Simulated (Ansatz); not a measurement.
**C2H8FInN2Si: small, medium and large basis sets**

The task here is to estimate one member of a computed series from the others.

Computed with Ansatz 0.2.0, Gaussian basis. Level: one geometry, several basis sets.

Plan: PBE0-D4/def2-SVP; ωB97M-V/def2-SVP; PBE0-D4/def2-QZVPP; ωB97M-V/def2-QZVPP; the functionals' def2-TZVPP values are taken from earlier runs.

1 further run of the same task is left out (for a known fault of the program).

## Structure used throughout

The geometry comes from an earlier relaxation with PBE0-D4 in a triple-zeta def2 set; it is a stationary point, not always the lowest conformer. In takes the def2 core potential; no spin-orbit term is included.

SMILES `C=[N][In]([NH2])[SiH2]CF`, 15 atoms, charge 0, spin multiplicity 1.

Atoms are counted from 1 here; the program's logs count them from 0.

Bond lengths: C1–N2 1.258 Å, C1–H8 1.107 Å, C1–H9 1.102 Å, N2–In3 2.085 Å, In3–N4 2.002 Å, In3–Si5 2.565 Å, N4–H10 1.008 Å, N4–H11 1.007 Å, Si5–C6 1.905 Å, Si5–H12 1.490 Å, Si5–H13 1.489 Å, C6–F7 1.393 Å, C6–H14 1.094 Å, C6–H15 1.095 Å. Angles: N2–C1–H8 126.2°, N2–C1–H9 120.0°, H8–C1–H9 113.8°, C1–N2–In3 119.4°, N2–In3–N4 109.1°, N2–In3–Si5 125.3°, N4–In3–Si5 125.5°, In3–N4–H10 120.4°, In3–N4–H11 122.9°, H10–N4–H11 111.3°, In3–Si5–C6 108.8°, In3–Si5–H12 112.6°, In3–Si5–H13 111.1°, C6–Si5–H12 107.0°, C6–Si5–H13 109.6°, H12–Si5–H13 107.7°, Si5–C6–F7 110.2°, Si5–C6–H14 111.8° and more.

The first run:

Contents of in.yaml:

```yaml
crystal:
  periodic: [false, false, false]
  atoms:
    - {symbol: C, position_ang: [-2.945084, 1.136824, -0.030004]}
    - {symbol: N, position_ang: [-2.695128, -0.088542, 0.104424]}
    - {symbol: In, position_ang: [-0.727194, -0.702518, 0.418514]}
    - {symbol: N, position_ang: [-0.702930, -2.675673, 0.755368]}
    - {symbol: Si, position_ang: [1.311677, 0.850512, 0.511854]}
    - {symbol: C, position_ang: [2.398674, 0.527352, -1.019106]}
    - {symbol: F, position_ang: [2.525094, -0.842877, -1.238733]}
    - {symbol: H, position_ang: [-2.208252, 1.961696, 0.003182]}
    - {symbol: H, position_ang: [-3.981087, 1.472993, -0.198483]}
    - {symbol: H, position_ang: [-1.516551, -3.236181, 0.557231]}
    - {symbol: H, position_ang: [0.138311, -3.227067, 0.716519]}
    - {symbol: H, position_ang: [0.935319, 2.292316, 0.482987]}
    - {symbol: H, position_ang: [2.107956, 0.614316, 1.747757]}
    - {symbol: H, position_ang: [3.404305, 0.941632, -0.897399]}
    - {symbol: H, position_ang: [1.954891, 0.975216, -1.914100]}
basis:
  gaussian: {orbitals: def2-SVP}
hamiltonian: {xc: pbe0, dispersion: d4}
output: {orbitals: {seedname: orbitals}}
```

Run with:

```
$ ansatz run in.yaml --threads 2 --pin off --events-out ev --progress --plain --max-ram 31744MiB --backend cpu
```

Among the steps run: PBE0-D4 in def2-SVP; ωB97M-V in def2-SVP; PBE0-D4 in def2-QZVPP; ωB97M-V in def2-QZVPP.

One of the session's tables, all rows but one given; the rest of the session is left out.

It belongs to the step «Density functionals: the series». 

| functional | basis | HOMO (eV) | LUMO (eV) |
| --- | --- | --- | --- |
| PBE0-D4 | def2-SVP | -5.99 | -1.33 |
| PBE0-D4 | def2-TZVPP | -6.11 | -1.47 |
| PBE0-D4 | def2-QZVPP | -6.14 | -1.51 |
| ωB97M-V | def2-SVP | ? | ? |
| ωB97M-V | def2-TZVPP | -8.29 | 0.12 |
| ωB97M-V | def2-QZVPP | -8.32 | 0.03 |

Estimate the missing values for ωB97M-V, def2-SVP.

The run gave: HOMO (eV): -8.16; LUMO (eV): 0.36. In the column «HOMO (eV)» it lies between ωB97M-V, def2-TZVPP (-8.29) and PBE0-D4, def2-QZVPP (-6.14).
